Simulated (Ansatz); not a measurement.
# GeH6O4Si: up Jacob's ladder to CCSD(T)

The task here is to estimate one member of a computed series from the others.

Computed with Ansatz 0.2.0, Gaussian basis. Level: functionals in def2-TZVPP, the program's frozen cores in correlated methods.

Levels to be run: PBE-D4, r2SCAN-D4, PBE0-D4, B3LYP-D4, ωB97X-V, ωB97M-V, B2PLYP; CCSD(T)/def2-TZVPP; MP2/def2-QZVPP; extrapolation to the limit.

## The geometry

All runs share one geometry, relaxed beforehand with PBE0-D4 in a triple-zeta def2 set.

SMILES `[OH][GeH2][O][SiH](O)O`, 12 atoms, charge 0, spin multiplicity 1.

Atoms are counted from 1 here; the program's logs count them from 0.

Bond lengths: O1–Ge2 1.764 Å, O1–H7 0.965 Å, Ge2–O3 1.785 Å, Ge2–H8 1.528 Å, Ge2–H9 1.538 Å, O3–Si4 1.615 Å, Si4–O5 1.638 Å, Si4–O6 1.647 Å, Si4–H10 1.477 Å, O5–H11 0.958 Å, O6–H12 0.959 Å. Angles: Ge2–O1–H7 109.7°, O1–Ge2–O3 107.8°, O1–Ge2–H8 107.5°, O1–Ge2–H9 111.9°, O3–Ge2–H8 107.3°, O3–Ge2–H9 107.2°, H8–Ge2–H9 114.9°, Ge2–O3–Si4 130.1°, O3–Si4–O5 114.5°, O3–Si4–O6 106.9°, O3–Si4–H10 108.3°, O5–Si4–O6 104.9°, O5–Si4–H10 109.9°, O6–Si4–H10 112.4°, Si4–O5–H11 118.3°, Si4–O6–H12 116.6°.

Set-up of the first run:

The input, in.yaml:

```yaml
crystal:
  periodic: [false, false, false]
  atoms:
    - {symbol: O, position_ang: [-1.496585, 1.926918, 0.278426]}
    - {symbol: Ge, position_ang: [-0.318220, 1.251329, 1.403678]}
    - {symbol: O, position_ang: [0.920288, 0.393638, 0.445806]}
    - {symbol: Si, position_ang: [0.752275, -0.644622, -0.779694]}
    - {symbol: O, position_ang: [0.891881, -2.220748, -0.357228]}
    - {symbol: O, position_ang: [-0.792184, -0.488171, -1.330927]}
    - {symbol: H, position_ang: [-1.716244, 1.272131, -0.395557]}
    - {symbol: H, position_ang: [0.375228, 2.421972, 2.099963]}
    - {symbol: H, position_ang: [-0.955548, 0.221049, 2.350919]}
    - {symbol: H, position_ang: [1.755790, -0.310493, -1.810980]}
    - {symbol: H, position_ang: [1.764528, -2.562412, -0.159868]}
    - {symbol: H, position_ang: [-1.181228, -1.260582, -1.744537]}
basis:
  gaussian: {orbitals: def2-TZVPP}
hamiltonian: {xc: pbe, dispersion: d4}
output: {forces: true, orbitals: {seedname: orbitals}}
```

Launch:

```
> ansatz run in.yaml --threads 2 --pin off --events-out ev --progress --plain --max-ram 20480MiB --backend cuda --devices 0, --max-vram 18GiB
```

Steps of the session up to this table: PBE-D4 (GGA); r2SCAN-D4 (meta-GGA); PBE0-D4 (hybrid); B3LYP-D4 (hybrid); ωB97X-V (range-separated); ωB97M-V (range-separated); B2PLYP (double hybrid); CCSD(T) in def2-TZVPP; MP2 in def2-QZVPP.

One table of the session follows, with a row left open; its other results are not shown here.

| method | atomisation energy (eV) |
| --- | --- |
| PBE-D4 | 46.758 |
| r2SCAN-D4 | 46.545 |
| PBE0-D4 | 45.669 |
| B3LYP-D4 | 46.091 |
| ωB97X-V | 46.661 |
| ωB97M-V | 46.529 |
| B2PLYP | 45.921 |
| HF/def2-TZVPP | 32.455 |
| MP2/def2-TZVPP | 46.772 |
| CCSD/def2-TZVPP | ? |
| CCSD(T)/def2-TZVPP | 45.542 |
| MP2/CBS | 48.166 |
| CCSD(T)/CBS | 46.937 |

Q: Estimate the row for CCSD/def2-TZVPP from the others.

The run gave: atomisation energy (eV): 44.789. In the column «atomisation energy (eV)» it lies between HF/def2-TZVPP (32.455) and CCSD(T)/def2-TZVPP (45.542).
